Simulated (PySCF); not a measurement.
# Nb³⁺: dipole response in x2c-TZVPPall plus 1 even-tempered diffuse shell per l

Aim: the static polarisability and the C₆ coefficient of Nb³⁺, method by method.

Program: PySCF 2.14.0. Level of theory: unrestricted determinants in a Gaussian basis, no spin-orbit coupling in the energies. These are calculated values, not measurements, unless marked.

## Step 1: The atom as given

* Element: niobium (Z = 41)
* Basis: x2c-TZVPPall with one added diffuse shell each of s, p, d, f type (9s7p7d3f1g, 95 functions)
* Hamiltonian: the spin-free X2C one-electron Hamiltonian (Gaussian nucleus)
* State 1: Nb³⁺: [Kr] 4d2, high-spin 3F determinant
* Methods: B3LYP, PW91

Outer shells as boxes (Hund's rule):

Nb3+ [Kr] 4d2
```
[Kr] core
4d [↑ ][↑ ][  ][  ][  ]
```

The runs were made by one driver on top of PySCF. The scripts below sum up each run's settings (the driver also hands on starting orbitals that pick excited configurations, and frozen orbitals as a list rather than a count), and the logs come from the driver's own runs. The driver starts from symmetry-adapted Hartree-Fock orbitals, holds the occupation by maximum overlap and uses a logarithmic radial grid for functionals, so a plain start would take other cycles.

The integrals over 95 functions and the set-up took 3.2 s of CPU time.

## Step 2: Nb³⁺

#### B3LYP

File input.py:

```python
from pyscf import gto, scf, dft, mp, cc
import basis_set_exchange as bse
mol = gto.M(atom="Nb 0 0 0", charge=3, spin=2, symmetry="D2h",
            basis=gto.basis.parse(bse.get_basis("x2c-TZVPPall", elements=["Nb"], fmt="nwchem", augment_diffuse=1)),
            nucmod="G")
mf = dft.UKS(mol, xc="B3LYP").sfx2c1e()
mf.irrep_nelec = {'Ag': (7, 6), 'B1g': (2, 1), 'B2g': (1, 1), 'B3g': (1, 1), 'B1u': (3, 3), 'B2u': (3, 3), 'B3u': (3, 3)}
mf.kernel()
```

Log:

```text
damping factor = 0
level_shift factor = 0
DIIS = <class 'pyscf.scf.diis.CDIIS'>
diis_start_cycle = 1
diis_space = 10
diis_damp = 0
SCF conv_tol = 1e-09
SCF conv_tol_grad = None
number electrons alpha = 20  beta = 18
XC functionals = B3LYP
    P. J. Stephens, F. J. Devlin, C. F. Chabalowski, and M. J. Frisch.,  J. Phys. Chem. 98, 11623 (1994)
cycle= 1 E= -3817.66749796705  delta_E= -0.0078  |g|= 0.0481  |ddm|= 0.102
cycle= 2 E= -3817.66762560506  delta_E= -0.000128  |g|= 0.0177  |ddm|= 0.0155
cycle= 3 E= -3817.6676430035  delta_E= -1.74e-05  |g|= 0.00162  |ddm|= 0.00504
cycle= 4 E= -3817.66764344244  delta_E= -4.39e-07  |g|= 0.000189  |ddm|= 0.00136
cycle= 5 E= -3817.6676434499  delta_E= -7.46e-09  |g|= 2.03e-06  |ddm|= 0.000156
cycle= 6 E= -3817.6676434499  delta_E= -1.82e-12  |g|= 1.42e-07  |ddm|= 3.03e-06
converged SCF energy = -3817.6676434499  <S^2> = 2.0009714  2S+1 = 3.0006475
```

It used 44 s of CPU time after the integrals (shared host).

The occupied shells:

```
shell  electrons  mean orbital energy (eV)  spread (eV)  rms radius (bohr)
 1s β          1                  -18876.2            0             0.0415
 1s α          1                  -18876.2            0             0.0415
 2s α          1                   -2683.8            0              0.171
 2s β          1                   -2683.5            0              0.171
 2p α          3                   -2399.8            0              0.152
 2p β          3                   -2399.6            0              0.152
 3s α          1                   -480.28            0              0.474
 3s β          1                   -480.13            0              0.474
 3p α          3                   -386.86            0              0.480
 3p β          3                   -386.69            0              0.480
 3d α          5                   -233.75        0.224              0.475
 3d β          5                   -233.45        0.221              0.475
 4s α          1                   -92.674            0               1.22
 4s β          1                   -91.189            0               1.22
 4p α          3                   -67.404            0               1.36
 4p β          3                   -65.652            0               1.36
 4d α          2                   -33.006            0               1.85
```

⟨S²⟩ = 2.001, ⟨L²⟩ = 12.01.

The driver then solved the coupled dipole response at imaginary frequencies: mean α = 5.847 bohr³, C₆ = 25.17 au for a like pair.

#### PW91

input.py differs from the last one in:

```diff
@@ -5,3 +5,3 @@
             nucmod="G")
-mf = dft.UKS(mol, xc="B3LYP").sfx2c1e()
+mf = dft.UKS(mol, xc="PW91,PW91").sfx2c1e()
 mf.irrep_nelec = {'Ag': (7, 6), 'B1g': (2, 1), 'B2g': (1, 1), 'B3g': (1, 1), 'B1u': (3, 3), 'B2u': (3, 3), 'B3u': (3, 3)}
```

Log:

```text
damping factor = 0
level_shift factor = 0
DIIS = <class 'pyscf.scf.diis.CDIIS'>
diis_start_cycle = 1
diis_space = 10
diis_damp = 0
SCF conv_tol = 1e-09
SCF conv_tol_grad = None
number electrons alpha = 20  beta = 18
XC functionals = PW91,PW91
    J. P. Perdew. In P. Ziesche and H. Eschrig, editors, Proceedings of the 75. WE-Heraeus-Seminar and 21st Annual International Symposium on Electronic Structure of Solids, 11. Berlin, 1991. Akademie Verlag.
    J. P. Perdew, J. A. Chevary, S. H. Vosko, K. A. Jackson, M. R. Pederson, D. J. Singh, and C. Fiolhais.,  Phys. Rev. B 46, 6671 (1992)
    J. P. Perdew, J. A. Chevary, S. H. Vosko, K. A. Jackson, M. R. Pederson, D. J. Singh, and C. Fiolhais.,  Phys. Rev. B 48, 4978 (1993)
    J. P. Perdew. In P. Ziesche and H. Eschrig, editors, Proceedings of the 75. WE-Heraeus-Seminar and 21st Annual International Symposium on Electronic Structure of Solids, 11. Berlin, 1991. Akademie Verlag.
    J. P. Perdew, J. A. Chevary, S. H. Vosko, K. A. Jackson, M. R. Pederson, D. J. Singh, and C. Fiolhais.,  Phys. Rev. B 46, 6671 (1992)
    J. P. Perdew, J. A. Chevary, S. H. Vosko, K. A. Jackson, M. R. Pederson, D. J. Singh, and C. Fiolhais.,  Phys. Rev. B 48, 4978 (1993)
cycle= 1 E= -3817.89326549474  delta_E= -0.00961  |g|= 0.0605  |ddm|= 0.114
cycle= 2 E= -3817.89346655726  delta_E= -0.000201  |g|= 0.0228  |ddm|= 0.0193
cycle= 3 E= -3817.89349508133  delta_E= -2.85e-05  |g|= 0.00193  |ddm|= 0.00539
cycle= 4 E= -3817.89349573259  delta_E= -6.51e-07  |g|= 0.000108  |ddm|= 0.00153
cycle= 5 E= -3817.89349573548  delta_E= -2.89e-09  |g|= 1.93e-06  |ddm|= 9.74e-05
cycle= 6 E= -3817.89349573548  delta_E= -2.27e-12  |g|= 8.16e-08  |ddm|= 1.99e-06
converged SCF energy = -3817.89349573548  <S^2> = 2.0006603  2S+1 = 3.0004402
```

CPU time 28 s on a shared host, the integrals not counted.

The driver then solved the coupled dipole response at imaginary frequencies: mean α = 5.949 bohr³, C₆ = 25.52 au for a like pair.

Radial density 4πr²ρ of Nb³⁺ at PW91, without picture-change correction:

```
r (bohr)   density  spin density
0.000601     0.438         0.000
 0.00101      1.06         0.000
 0.00170      2.54         0.000
 0.00286      5.83         0.000
 0.00481      12.7         0.000
 0.00809      24.9         0.000
  0.0136      41.2        -0.001
  0.0229      51.8        -0.001
  0.0385      46.5        -0.001
  0.0648      46.7         0.002
   0.109      63.6         0.040
   0.183      44.0         0.188
   0.308      45.8         0.263
   0.518      30.7         0.007
   0.872      10.4         0.546
    1.47      6.82         1.345
    2.47     0.851         0.486
    4.15    0.0194         0.019
    6.98  1.54e-05         0.000
```

## Step 3: The response side by side

Nb³⁺, in atomic units:

```
method  mean α  C₆ (like pair)  S(−4)
 B3LYP   5.847           25.17  11.72
  PW91   5.949           25.52  12.81
```

α(iu) at PW91:

```
u (hartree)  α(iu) (bohr³)
          0          5.949
     0.0500          5.917
      0.100          5.826
      0.200          5.514
      0.300          5.117
      0.500          4.329
      0.750          3.516
       1.00          2.881
       1.50          1.984
       2.00          1.417
       3.00         0.8028
       5.00         0.3510
```

## Step 4: Results

| quantity | value |
| --- | --- |
| α of Nb³⁺ | 5.847 (B3LYP) to 5.949 (PW91) bohr³ |

What this shows: A single London oscillator with the computed α and C₆ of Nb³⁺ at B3LYP would have ω = 4 C₆ / (3 α²) = 0.982 hartree. All values hold for this basis alone; no basis-set limit was taken.
